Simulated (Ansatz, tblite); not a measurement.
**[Au(OH)4]- (H₄AuO₄−): one state, many levels**

How do method and basis change the picture of [Au(OH)4]- (H₄AuO₄−) (singlet)?

The runs use Ansatz 0.2.0, Gaussian basis; as each input shows.

The runs, in order: GFN1-xTB, GFN2-xTB, PBE-D4/def2-TZVPD, r2SCAN-D4/def2-TZVPD, B97M-V/def2-TZVPD, LC-ωPBE/def2-TZVPD, CAM-B3LYP-D4/def2-TZVPD, BLYP-D4/def2-TZVPD, r2SCAN0-D4/def2-TZVPD, LC-ωPBE(0.10)/def2-TZVPD, LC-ωPBE(0.15)/def2-TZVPD, LC-ωPBE(0.20)/def2-TZVPD, LC-ωPBE(0.30)/def2-TZVPD, PBE-D4/def2-SVPD, PBE0-D4/def2-SVPD, CCSD(T)/def2-SVPD, MP2/def2-TZVPD, RPA/def2-TZVPD.

### Step 1. The geometry

The geometry is that of the singlet, from an earlier relaxation (PBE0-D4/def2-SVPD).

9 atoms, charge -1, spin multiplicity 1.

Bond lengths: Au1–O2 1.990 Å, Au1–O4 1.990 Å, Au1–O6 1.990 Å, Au1–O8 1.990 Å, O2–H3 0.963 Å, O4–H5 0.963 Å, O6–H7 0.963 Å, O8–H9 0.963 Å. Angles: O2–Au1–O4 90.0°, O2–Au1–O6 180.0°, O2–Au1–O8 90.0°, O4–Au1–O6 90.0°, O4–Au1–O8 180.0°, O6–Au1–O8 90.0°, Au1–O2–H3 103.3°, Au1–O4–H5 103.3°, Au1–O6–H7 103.3°, Au1–O8–H9 103.3°.

Coordinates:

```xyz
9
AuH4O4
Au    0.0000    0.0000   -0.0004
O     1.9421    0.4334   -0.0404
H     2.3626   -0.4326   -0.0545
O    -0.4330    1.9425    0.0205
H     0.4329    2.3632    0.0039
O    -1.9421   -0.4333    0.0397
H    -2.3626    0.4327    0.0567
O     0.4330   -1.9425   -0.0217
H    -0.4328   -2.3633   -0.0039
```

Formally the metal is d8. Au takes a core potential in the def2 sets. No spin-orbit coupling is included. The ion is computed in the gas phase, without counter-ions or solvent.

PBE0-D4/def2-TZVPD was run before; its log isn't repeated, and its numbers join the tables.

### Step 2. GFN1-xTB

Tight binding, by tblite at 300 K electronic temperature and without a spin-polarisation term:

```python
tblite.interface.Calculator('GFN1-xTB', numbers, positions, charge=-1, uhf=0).singlepoint()
```

Energy -683.4546 eV, HOMO -5.77 eV, LUMO -1.43 eV; 0.004 s.

### Step 3. GFN2-xTB

Tight binding, by tblite at 300 K electronic temperature and without a spin-polarisation term:

```python
tblite.interface.Calculator('GFN2-xTB', numbers, positions, charge=-1, uhf=0).singlepoint()
```

Energy -608.7577 eV, HOMO -6.49 eV, LUMO -2.93 eV; 0.002 s.

### Step 4. PBE-D4/def2-TZVPD

start.molden holds the orbitals of an earlier run on this state, given as this run's starting guess.

File in.yaml:

```yaml
crystal:
  periodic: [false, false, false]
  atoms:
    - {symbol: Au, position_ang: [-0.000018, 0.000010, -0.000418]}
    - {symbol: O, position_ang: [1.942075, 0.433364, -0.040370]}
    - {symbol: H, position_ang: [2.362640, -0.432615, -0.054459]}
    - {symbol: O, position_ang: [-0.433002, 1.942485, 0.020468]}
    - {symbol: H, position_ang: [0.432863, 2.363196, 0.003879]}
    - {symbol: O, position_ang: [-1.942108, -0.433349, 0.039732]}
    - {symbol: H, position_ang: [-2.362598, 0.432651, 0.056738]}
    - {symbol: O, position_ang: [0.432983, -1.942457, -0.021700]}
    - {symbol: H, position_ang: [-0.432846, -2.363264, -0.003860]}
basis:
  gaussian: {orbitals: def2-TZVPD, initial_orbitals: start.molden}
total_charge: -1
hamiltonian: {xc: pbe, dispersion: d4}
scf: {omitted_lower_state_checks: [starts]}
output: {orbitals: {seedname: orbitals}}
```

Run with:

```
ansatz run in.yaml --threads 4 --pin off --events-out ev --progress --plain --max-ram 3916MiB
```

The runs that follow: r2SCAN-D4/def2-TZVPD; B97M-V/def2-TZVPD; LC-ωPBE/def2-TZVPD; CAM-B3LYP-D4/def2-TZVPD; BLYP-D4/def2-TZVPD; r2SCAN0-D4/def2-TZVPD; LC-ωPBE(0.10)/def2-TZVPD; LC-ωPBE(0.15)/def2-TZVPD; LC-ωPBE(0.20)/def2-TZVPD; LC-ωPBE(0.30)/def2-TZVPD; PBE-D4/def2-SVPD; PBE0-D4/def2-SVPD; CCSD(T)/def2-SVPD; MP2/def2-TZVPD; RPA/def2-TZVPD.

**Question.** What will the summary of the whole plan be? Wanted: gap in def2-TZVPD, named functionals, smallest and largest; gap over the ω; correlation energy, CCSD(T)/def2-SVPD; correlation energy, MP2/def2-TZVPD; PBE0 total energy, smallest basis above largest.

**Answer**, as computed:

```
                                                  quantity                                 value
gap in def2-TZVPD, named functionals, smallest and largest  2.86 eV (PBE-D4), 10.13 eV (LC-ωPBE)
                                   gap over the ω (1/bohr)       5.72 eV at 0.1, 10.13 eV at 0.4
                     correlation energy, CCSD(T)/def2-SVPD                             -34.95 eV
                        correlation energy, MP2/def2-TZVPD                             -40.88 eV
           PBE0 total energy, smallest basis above largest       9.63 eV (def2-SVPD, def2-TZVPD)
```

Orbital gaps of the named functionals in def2-TZVPD span 2.86 eV (PBE-D4) to 10.13 eV (LC-ωPBE); exact exchange widens it. Raising the ω (1/bohr) from 0.1 to 0.4 moves the HOMO by -3.03 eV and the LUMO by +1.39 eV.
